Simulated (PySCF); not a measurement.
# GeNCl: the energy surface near the minimum

Aim: map the energy of singlet GeNCl about its PBE0 minimum, with rigid distortions.

Program: PySCF 2.14.0. Level of theory: PBE0, basis Ge def2-TZVP, N def2-TZVP, Cl def2-TZVP, no relativity, density fitting. These are calculated values, not measurements.

### Step 1. The starting structure

3 atoms, charge 0, spin multiplicity 1.

Bond lengths: Ge1–N2 1.637 Å, Ge1–Cl3 2.103 Å. Angles: N2–Ge1–Cl3 180.0°.

Coordinates in bohr (charge 0 multiplicity 1):
```
Ge    0.0000    0.0000    0.0000
N     0.0000    0.0000   -3.0930
Cl    0.0000    0.0000    3.9741
```

### Step 2. Breathing scan

One driver script runs all scans and calls PySCF for each point, on a (75, 302) grid.

The run is started by

```bash
$ OMP_NUM_THREADS=2 python axn.py task.json out
```

A rigid scan with PBE0: all bonds to the central atom are scaled together. Each point starts from its neighbour's orbitals, and energies count from the minimum.

```csv
scale of all bonds to the centre,energy (kJ/mol),dipole size (D)
0.88,206.7,4.59
0.92,79.9,4.28
0.96,17.5,3.93
1.00,0.0,3.55
1.04,13.4,3.15
1.08,47.4,2.73
1.14,121.3,2.09
1.22,238.3,1.23
1.35,428.7,0.06
```

The scan took 65 s on 2 threads of AMD EPYC (Zen 3), shared host.

### Step 3. Stretching one bond

A rigid scan with PBE0: the bond from Ge to the last atom (Cl) is scaled and the rest held.

```
scale of one bond  energy (kJ/mol)  dipole size (D)
             0.92             31.9             4.42
             0.96              6.9             3.99
             1.00              0.0             3.55
             1.05              8.0             3.01
             1.12             37.3             2.29
             1.20             82.3             1.53
             1.35            170.8             0.38
             1.55            268.2             0.65
             1.80            348.6             1.41
             2.20            411.9             2.05
```

The scan took 1.7 min.

A restricted determinant lies too high at long bonds, where the pair should uncouple.

### Step 4. Bending curve

A rigid scan with PBE0: the N–Ge–Cl angle changes, with bonds held.

| bond angle (°) | energy (kJ/mol) | dipole size (D) |
| --- | --- | --- |
| 80 | 108.1 | 2.03 |
| 90 | 113.5 | 2.35 |
| 100 | 95.5 | 2.58 |
| 110 | 71.6 | 2.75 |
| 120 | 50.2 | 2.90 |
| 130 | 33.2 | 3.06 |
| 140 | 20.4 | 3.21 |
| 150 | 11.1 | 3.35 |
| 160 | 4.9 | 3.46 |
| 170 | 1.2 | 3.53 |
| 180 | 0.0 | 3.55 |

The scan took 72 s.

### Step 5. Summary of results

| quantity | value |
| --- | --- |
| all bonds 4 % longer | 13.4 kJ/mol |
| one bond 20 % longer | 82.3 kJ/mol |

**Reading.** Shortening all bonds by 4 % costs 17.5 kJ/mol and lengthening them 13.4: the wall is steeper on the short side.
